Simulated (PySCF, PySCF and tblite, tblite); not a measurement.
# C₇H₆ClF: a path driven as a shift of bonds, and NMR exchange, part 2 of 2

PySCF and tblite. Atoms count from 0. Earlier steps stand in the parts before.

### 11 Shieldings, end: PBE0/pcSseg-1

Job settings and geometry (Å):

```
{"job": {"kind": "nmr", "xc": "PBE0", "basis": "pcSseg-1", "pop": false}, "charge": 0, "multiplicity": 1}
C     -2.636557     0.533024     0.133887
C     -1.722868    -0.434747     0.016558
Cl    -2.218047    -2.097681    -0.143839
C     -0.274315    -0.217543    -0.020689
C      0.734637    -0.984996     0.724033
F      0.399970    -1.969168     1.537991
C      1.975975    -0.527588     0.481612
C      1.855096     0.608584    -0.480592
C      0.387242     0.722146    -0.736978
H     -2.311579     1.566802     0.267346
H     -3.704613     0.311548     0.110190
H      2.265374     1.549479    -0.067618
H      2.900701    -0.900945     0.917687
H      2.410608     0.427405    -1.419753
H     -0.069275     1.434661    -1.424436
```

Log:

```text
coarse grid: 14032 points
cycle   1  E = -829.5873544412  dE =  1.487e+00  |g| = 5.348e-01  |ddm| = 3.816e+00
cycle   2  E = -829.5435304774  dE =  4.382e-02  |g| = 7.205e-01  |ddm| = 1.026e+00
cycle   3  E = -829.6418680132  dE = -9.834e-02  |g| = 1.432e-01  |ddm| = 6.507e-01
cycle   4  E = -829.6470224869  dE = -5.154e-03  |g| = 4.919e-02  |ddm| = 2.070e-01
cycle   5  E = -829.6475341613  dE = -5.117e-04  |g| = 1.374e-02  |ddm| = 5.356e-02
cycle   6  E = -829.6475676767  dE = -3.352e-05  |g| = 4.008e-03  |ddm| = 1.580e-02
cycle   7  E = -829.6475710991  dE = -3.422e-06  |g| = 1.353e-03  |ddm| = 5.329e-03
final grid: 134040 points
cycle   8  E = -829.7063888524  dE = -3.579e-05  |g| = 7.237e-03  |ddm| = 3.754e-02
cycle   9  E = -829.7063814992  dE =  7.353e-06  |g| = 9.211e-03  |ddm| = 1.769e-02
cycle  10  E = -829.7064016816  dE = -2.018e-05  |g| = 1.417e-03  |ddm| = 1.078e-02
cycle  11  E = -829.7064020292  dE = -3.476e-07  |g| = 3.444e-04  |ddm| = 1.489e-03
cycle  12  E = -829.7064020533  dE = -2.412e-08  |g| = 1.327e-04  |ddm| = 3.792e-04
cycle  13  E = -829.7064020573  dE = -3.990e-09  |g| = 3.913e-05  |ddm| = 1.617e-04
cycle  14  E = -829.7064020576  dE = -2.965e-10  |g| = 1.461e-05  |ddm| = 5.762e-05
converged SCF energy = -829.7064020576

GIAO shielding tensors (ppm)
atom      isotropic    diamagn.    paramagn.     s11        s22        s33       span
  0 C       61.906     252.885    -190.979    -41.342     82.211    144.849    186.191
  1 C       36.589     251.631    -215.041    -74.275     68.882    115.161    189.436
  2 Cl     683.099    1145.683    -462.584    471.568    606.681    971.047    499.479
  3 C       37.279     260.250    -222.971    -61.802     47.508    126.132    187.934
  4 C       14.158     246.357    -232.199    -77.458     58.429     61.504    138.962
  5 F      297.343     472.254    -174.910    192.473    275.373    424.183    231.711
  6 C       73.513     259.416    -185.902     -7.364     75.555    152.348    159.712
  7 C      147.523     251.152    -103.629    132.897    154.046    155.627     22.729
  8 C       43.778     252.037    -208.260    -52.638     36.576    147.394    200.032
  9 H       25.512      31.290      -5.778     22.021     24.156     30.359      8.339
 10 H       25.694      28.171      -2.477     22.736     23.644     30.701      7.965
 11 H       28.331      28.528      -0.197     23.963     25.750     35.280     11.316
 12 H       25.534      30.012      -4.479     23.303     25.337     27.962      4.659
 13 H       28.223      28.151       0.072     24.103     25.686     34.880     10.777
 14 H       24.691      32.689      -7.998     23.138     23.824     27.111      3.973
```

Run time: 48 s. Hardware: 1 thread of Arm Neoverse N1, shared host; peak memory 0.88 GiB.

Key values: HOMO -6.67 eV, LUMO -1.30 eV; dipole 3.21 D.

### 12 Barriers, rates and exchange

Job settings and geometry (Å):

```
{"job": {"smiles": "C=C(Cl)C1=C(F)CC=C1", "charge": 0, "mult": 1, "motion": "shift", "what": "ring whizzing, 1,2-shift on cyclopentadiene", "atoms": [11, 6, 7], "drives": [{"terms": [["d", [11, 6], 1], ["d", [11, 7], -1]], "neg": true, "n": 14}], "study": "path", "level": {"kind": "nmr", "xc": "PBE0", "basis": "pcSseg-1"}, "fields": [60, 90, 700], "first": 0, "seed": 678, "refine": {"xc": "PBE0", "basis": "def2-SVP"}, "kind": "path"}, "charge": 0, "multiplicity": 1}
C     -2.639791     0.476741    -0.199975
C     -1.717996    -0.393126     0.200180
Cl    -2.218177    -1.897325     0.914882
C     -0.284230    -0.197628     0.091065
C      0.720382    -0.836434     0.731524
F      0.635675    -1.803747     1.647155
C      2.055431    -0.314123     0.326313
C      1.676841     0.731945    -0.667243
C      0.346260     0.786130    -0.786020
H     -2.363144     1.422035    -0.629278
H     -3.689190     0.272054    -0.093820
H      2.602674     0.095922     1.178124
H      2.680898    -1.097225    -0.108337
H      2.400111     1.328497    -1.190574
H     -0.210157     1.434274    -1.435910
```

Log:

```text
stationary points (kcal/mol above the start)
  n  kind          group   xTB      DFT    lowest mode
  0  minimum      C1       0.00     0.00      26.2
  1  saddle       C1      29.52    29.08   -1209.3
  2  minimum      C1       1.12    -0.19      38.7

GFN2-xTB energies: T/K, barrier G, reaction G (kcal/mol), k forward, k back (1/s)
 150.00    27.08     1.06   1.11e-27   3.86e-26
 200.00    27.12     1.07    9.7e-18   1.42e-16
 250.00    27.17     1.08   9.17e-12   8.03e-11
 298.15    27.24     1.09   6.75e-08   4.25e-07
 350.00    27.31     1.10   6.45e-05   0.000316
 400.00    27.39     1.12    0.00902     0.0369
 500.00    27.57     1.15       9.28       29.5

PBE0-D3(BJ)/def2-SVP energies: T/K, barrier G, reaction G (kcal/mol), k forward, k back (1/s)
 150.00    25.63     0.22   1.42e-25   2.94e-25
 200.00    25.67     0.23   3.67e-16    6.5e-16
 250.00    25.73     0.24   1.68e-10   2.71e-10
 298.15    25.79     0.25   7.73e-07   1.18e-06
 350.00    25.87     0.27   0.000515   0.000754
 400.00    25.95     0.28     0.0555      0.079
 500.00    26.13     0.31       39.7       54.2

PBE0/pcSseg-1 + D3(BJ) energies: T/K, barrier G, reaction G (kcal/mol), k forward, k back (1/s)
 150.00    26.63    -0.26   4.97e-27    2.1e-27
 200.00    26.67    -0.25   2.98e-17    1.6e-17
 250.00    26.73    -0.24   2.25e-11    1.4e-11
 298.15    26.79    -0.22   1.43e-07   9.84e-08
 350.00    26.86    -0.21   0.000123   9.07e-05
 400.00    26.94    -0.19     0.0158     0.0124
 500.00    27.12    -0.16       14.5       12.3
```

Run time: 18 min. Hardware: 1 thread of Arm Neoverse N1, shared host; peak memory 0.88 GiB. This counts the whole study up to here.

Barriers by level (kcal/mol; entropies in cal/(mol K)). Zero-point and thermal terms come from xTB in every row. ΔG‡ leaves symmetry out; the rate counts one path; effective ΔG‡, where given, is the barrier that would give that rate by Eyring's equation alone:

| level | ΔE‡ | with zero-point | ΔH‡ | ΔS‡ | ΔG‡ (298 K) | ΔE of reaction | k at 298 K (1/s) | effective ΔG‡ |
| --- | --- | --- | --- | --- | --- | --- | --- | --- |
| GFN2-xTB | 29.52 | 27.02 | 26.83 | -1.4 | 27.24 | 1.12 | 6.8e-08 | 27.24 |
| PBE0-D3(BJ)/def2-SVP | 28.08 | 25.58 | 25.38 | -1.4 | 25.79 | 0.28 | 7.7e-07 | 25.79 |
| PBE0/pcSseg-1 + D3(BJ) | 29.08 | 26.58 | 26.38 | -1.4 | 26.79 | -0.19 | 1.4e-07 | 26.79 |

Sites that the driver pairs across this motion, and where their lines would merge (no couplings; faster rotations or exchange between molecules can average them sooner):

```csv
nucleus,sites: shielding (ppm),proton frequency (MHz),spread (Hz),coalescence (K),lines at 298 K
13C,C7: 58.4; C7 (end): 147.5,700,15686,696,–
13C,C6: 142.3; C6 (end): 73.5,700,12104,687,–
19F,F5: 283.2; F5 (end): 297.3,700,9318,678,–
13C,C3: 63.1; C3 (end): 37.3,700,4546,655,–
1H,H13: 25.32; H13 (end): 28.22,700,2032,630,–
1H,H12: 28.14; H12 (end): 25.53,700,1822,627,–
13C,C0: 66.8; C0 (end): 61.9,700,858,606,–
13C,C4: 11.0; C4 (end): 14.2,700,553,595,–
```

Rows that set an atom against itself at the end compare its shielding in the two forms.

### 13 Outcome

The summary covers parts 1 to 2.

| quantity | value |
| --- | --- |
| barrier (PBE0/pcSseg-1 + D3(BJ)) | ΔE‡ 29.1, ΔG‡(298 K) 26.8 kcal/mol |
| barrier (GFN2-xTB) | ΔE‡ 29.5 kcal/mol |
| rate at 298 K | 1.4e-07 s⁻¹ |
| end of the path | -0.2 kcal/mol from the start |

In words: The barrier is 29.1 kcal/mol at the DFT level (xTB: 29.5); with thermal terms and the count of paths the DFT value gives a rate of 1.4e-07 s⁻¹ at 298 K. An error of 1.4 kcal/mol changes that rate tenfold. The moving atom is hydrogen and the barrier is narrow, so tunnelling, which is left out, should speed the exchange.
